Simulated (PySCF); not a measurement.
# CoF₂: relaxation and vibrations of the doublet

The task is one start of a wider search on CoF₂: the doublet, built as linear. It is relaxed, tested by its Hessian and followed downhill if it is a saddle.

The runs use PySCF 2.14.0; BP86, basis Co def2-TZVP, F def2-TZVP, no relativity, density fitting.

## 1. Where the work starts

3 atoms, charge 0, spin multiplicity 2.

Bond lengths: Co1–F2 1.750 Å, Co1–F3 1.750 Å. Angles: F2–Co1–F3 180.0°.

Coordinates in bohr (charge 0 multiplicity 2):
```
Co    0.0000    0.0000    0.0000
F     0.0000    0.0000    3.3070
F     0.0000    0.0000   -3.3070
```

## 2. Relaxation: linear start, doublet

The steps below are one call of a driver around PySCF. For each, scf.py gives the equivalent set-up of the SCF; relaxations use the driver's own optimiser. Before each start the driver seeks the lowest SCF state from one or more starting densities and follows internal instabilities, so scf.py alone need not reach the same state.

The program finds D∞h symmetry in the start, which this walk keeps. Threshold on the gradient: 0.0003 Eh/bohr, with a further test on the energy change.

The input, scf.py:

```python
from pyscf import gto, scf, dft
mol = gto.M(atom='''
Co     0.000000     0.000000     0.000000
F      0.000000     0.000000     1.750000
F      0.000000     0.000000    -1.750000''',
    basis={'Co': 'def2-TZVP', 'F': 'def2-TZVP'},
    charge=0, spin=1)
mf = dft.UKS(mol, xc='B88,P86')
mf.grids.atom_grid = (50, 194)
aux = {'Co': 'def2-universal-JKFIT', 'F': 'def2-universal-JKFIT'}
mf = mf.density_fit(auxbasis=aux)
mf.kernel()
```

The runs that follow: Vibrations and properties at this point.

**Question.** What will these runs give? Wanted: minimum; geometry; wavenumbers; dipole moment; highest occupied, lowest empty level; polar-tensor charge of Co1; zero-point energy; atomisation energy; ⟨S²⟩.

As calculated:

| quantity | value |
| --- | --- |
| minimum | broken-symmetry (Ms = 1/2), D∞h |
| geometry | Co–F 1.718 Å (×2); F–Co–F 180.0° |
| wavenumbers (cm⁻¹) | 156, 156, 599, 764 |
| dipole moment | 0.00 D |
| highest occupied, lowest empty level (either spin) | -6.53, -6.45 eV |
| polar-tensor charge of Co1 | +1.19 e |
| zero-point energy | 10.0 kJ/mol |
| entropy at 298.15 K | 259.0 J/(mol K) |
| atomisation energy (no zero-point energy) | 967 kJ/mol |
| ⟨S²⟩ | 1.753 |

The molecule stays D∞h, as typed, and the end point is a minimum. The determinant is spin-contaminated (⟨S²⟩ = 1.75 against 0.75), so it is no pure spin state. In the infrared the band at 764 cm⁻¹ (stretch) leads. The dipole vanishes although Co1 carries +1.2 e by the polar tensor: the bond dipoles cancel. Only this shape and spin were tried, so other structures or states may lie lower. The SCF density has lower symmetry than the nuclear frame. One determinant may miss the lowest occupation of an open d or f shell.
